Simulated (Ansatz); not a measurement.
# The palladium atom (singlet): from Hartree-Fock to the top rungs, def2-TZVP

How much of the correlation energy of the palladium atom (singlet) does each wave-function method recover here?

The runs use Ansatz 0.2.0, Gaussian basis; def2-TZVP, core rule «outside noble gas», up to 4 orbitals frozen.

To be run: UHF; CCSD(T) on RHF; CISD; CCSDT(Q) on RHF; CASSCF and MRCISD+Q, 10 electrons in 6 orbitals; CASSCF and MRCISD+Q(relaxed), 10 electrons in 6 orbitals; CASSCF and NEVPT4(SD), 10 electrons in 6 orbitals; CASSCF and NEVPT2, 10 electrons in 6 orbitals.

## 1. The atom

A free atom, in its lowest state of this spin that the program finds. No spin-orbit coupling is included. Elements past krypton take def2 core potentials.

1 atom, charge 0, spin multiplicity 1.

## 2. UHF

in.yaml

```yaml
crystal:
  periodic: [false, false, false]
  atoms:
    - {symbol: Pd, position_ang: [0.000000, 0.000000, 0.000000]}
basis:
  gaussian: {orbitals: def2-TZVP}
magnetization: {spin_polarized: true, initial_magnetization: 0}
hamiltonian: {xc: hf}
output: {orbitals: {seedname: orbitals}}
```

Command:

```console
$ ansatz run in.yaml --threads 1 --pin off --events-out ev --progress --plain --max-ram 2393MiB
```

The runs that follow: CCSD(T) on RHF; CISD; CCSDT(Q) on RHF; CASSCF and MRCISD+Q, 10 electrons in 6 orbitals; CASSCF and MRCISD+Q(relaxed), 10 electrons in 6 orbitals; CASSCF and NEVPT4(SD), 10 electrons in 6 orbitals; CASSCF and NEVPT2, 10 electrons in 6 orbitals.

Q: Predict the results of all the runs planned. Wanted: RCCSDT(Q) below the RHF energy; RMP2 from RCCSDT(Q); RCCSD from RCCSDT(Q); RCCSD(T) from RCCSDT(Q); NEVPT2 valence from RCCSDT(Q); NEVPT4(SD) valence from RCCSDT(Q); MRCISD+Q valence from RCCSDT(Q); T1 diagnostic; effectively unpaired electrons.

**Answer**, as computed:

| quantity | value |
| --- | --- |
| RCCSDT(Q) below the RHF energy | -7.0455 eV |
| RMP2 from RCCSDT(Q) | -23.8 kJ/mol |
| RCCSD from RCCSDT(Q) | +17.8 kJ/mol |
| RCCSD(T) from RCCSDT(Q) | +0.4 kJ/mol |
| NEVPT2 valence from RCCSDT(Q) | +60.5 kJ/mol |
| NEVPT4(SD) valence from RCCSDT(Q) | +15.0 kJ/mol |
| MRCISD+Q valence from RCCSDT(Q) | +12.9 kJ/mol |
| levels within 1 kcal/mol (43 meV) | RCCSD(T), RCCSDT |
| T1 diagnostic | 0.005 |
| effectively unpaired electrons | 0.00 |

What this shows: RCCSD(T) misses by +0.4 kJ/mol, 0.1 % of the correlation energy. One determinant dominates. Of the multireference levels listed MRCISD+Q valence comes nearest in total energy (+12.9 kJ/mol), which doesn't show that its space is the better one. These misses are within one basis, not against nature.
